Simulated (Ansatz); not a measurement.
**AlClFGaH2: a ladder of functionals and wavefunction methods**

Aim: compute AlClFGaH2 with functionals from several rungs and with coupled cluster. The yardstick is the atomisation energy at the CCSD(T) limit.

Method: functionals in def2-TZVPP, the program's frozen cores in correlated methods; program: Ansatz 0.2.0, Gaussian basis.

Plan: LDA (SPW92), PBE-D4, revPBE-D4, BLYP-D4, r2SCAN-D4, B97M-V, PBE0-D4, B3LYP-D4, r2SCANh-D4, r2SCAN0-D4, HSE06-D4, BHLYP-D4, CAM-B3LYP-D4, LC-ωPBE, ωB97X-V, ωB97M-V, B2PLYP, PBE-QIDH; CCSD(T)/def2-SVP; CCSD(T)/def2-TZVPP; MP2/def2-QZVPP; extrapolation to the limit; RPA on PBE.

### 1 The geometry

The geometry comes from an earlier relaxation with PBE0-D4 in a triple-zeta def2 set; it is a stationary point.

6 atoms, charge 0, spin multiplicity 1.

Atoms are counted from 1 here; the program's logs count them from 0.

Bond lengths: F1–Al2 1.723 Å, Al2–Ga3 2.729 Å, Al2–Cl4 2.197 Å, Al2–H5 1.568 Å, Al2–H6 1.671 Å. Angles: F1–Al2–Ga3 58.9°, F1–Al2–Cl4 97.6°, F1–Al2–H5 121.5°, F1–Al2–H6 92.7°, Ga3–Al2–Cl4 67.7°, Ga3–Al2–H5 170.0°, Ga3–Al2–H6 48.7°, Cl4–Al2–H5 120.9°, Cl4–Al2–H6 94.6°, H5–Al2–H6 122.6°.

Coordinates:

```mol
AlClFGaH2
  3D, bonds by distance, orders not assigned

  6  5  0  0  0  0  0  0  0  0999 V2000
   -1.3032    0.6432   -0.4121 F   0  0
    0.3986    0.3772   -0.3989 Al  0  0
   -1.2353   -0.8575    1.4045 Ga  0  0
    0.3541   -1.8024   -0.6712 Cl  0  0
    1.3744    1.2728   -1.2377 H   0  0
    0.4534    0.3027    1.2692 H   0  0
  1  2  8  0
  2  3  8  0
  2  4  8  0
  2  5  8  0
  2  6  8  0
M  END
```

### 2 LDA

This LDA is Slater exchange with PW92 correlation.

in.yaml

```yaml
crystal:
  periodic: [false, false, false]
  atoms:
    - {symbol: F, position_ang: [-1.303201, 0.643161, -0.412141]}
    - {symbol: Al, position_ang: [0.398645, 0.377162, -0.398861]}
    - {symbol: Ga, position_ang: [-1.235251, -0.857468, 1.404497]}
    - {symbol: Cl, position_ang: [0.354130, -1.802393, -0.671153]}
    - {symbol: H, position_ang: [1.374373, 1.272774, -1.237749]}
    - {symbol: H, position_ang: [0.453403, 0.302663, 1.269208]}
basis:
  gaussian: {orbitals: def2-TZVPP}
hamiltonian: {xc: lda}
output: {orbitals: {seedname: orbitals}}
```

Command:

```sh
$ ansatz run in.yaml --threads 2 --pin off --events-out ev --progress --plain --max-ram 4352MiB
```

Further steps of the session: PBE-D4 (GGA); revPBE-D4 (GGA); BLYP-D4 (GGA); r2SCAN-D4 (meta-GGA); B97M-V (meta-GGA); PBE0-D4 (hybrid); B3LYP-D4 (hybrid); r2SCANh-D4 (hybrid); r2SCAN0-D4 (hybrid); HSE06-D4 (hybrid); BHLYP-D4 (hybrid); CAM-B3LYP-D4 (range-separated); LC-ωPBE (range-separated); ωB97X-V (range-separated); ωB97M-V (range-separated); B2PLYP (double hybrid); PBE-QIDH (double hybrid); CCSD(T) in def2-SVP; CCSD(T) in def2-TZVPP; MP2 in def2-QZVPP; RPA on PBE orbitals.

**Question.** What will the summary of the whole plan be? Wanted: atomisation energy, CCSD(T)/CBS; farthest beyond LDA; mean size of error, GGA; mean size of error, meta-GGA; mean size of error, hybrid; mean size of error, range-separated; mean size of error, double hybrid; gap, smallest and largest; T1 diagnostic.

As calculated:

| quantity | value |
| --- | --- |
| atomisation energy, CCSD(T)/CBS | 18.492 eV |
| functionals within 0.185 eV (1.0 %) | PBE-D4, r2SCAN-D4, ωB97X-V, ωB97M-V |
| farthest beyond LDA | BHLYP-D4 (-0.819 eV) |
| mean size of error, GGA | 0.413 eV |
| mean size of error, meta-GGA | 0.126 eV |
| mean size of error, hybrid | 0.472 eV |
| mean size of error, range-separated | 0.243 eV |
| mean size of error, double hybrid | 0.489 eV |
| gap, smallest and largest | 4.49 eV (LDA (SPW92)), 10.80 eV (LC-ωPBE) |
| T1 diagnostic | 0.0126 |
| triples share of the correlation energy | 3.6 % |

In words: LDA overbinds by 2.109 eV (11 %). PBE-D4 misses by -0.170 eV. Double hybrids carry the basis error of their MP2 part in triple zeta, and no dispersion term here, so their miss is partly the set-up's. By mean error the best rung here is meta-GGA (0.126 eV) and the worst beyond LDA is double hybrid (0.489 eV). Misses under about 0.185 eV are within the doubt on the reference itself, which lacks core-valence correlation, relativity and higher excitations, and its outer-core shells are covered unevenly. Hartree-Fock recovers 74 % of the binding; the rest is correlation. CCSD(T) in def2-SVP is off by -1.324 eV, worse than the median functional, from the basis alone. Orbital gaps span 4.5 to 10.8 eV; exact exchange widens them. Correlated methods include outer-core shells of Ga, which these sets cover unevenly.
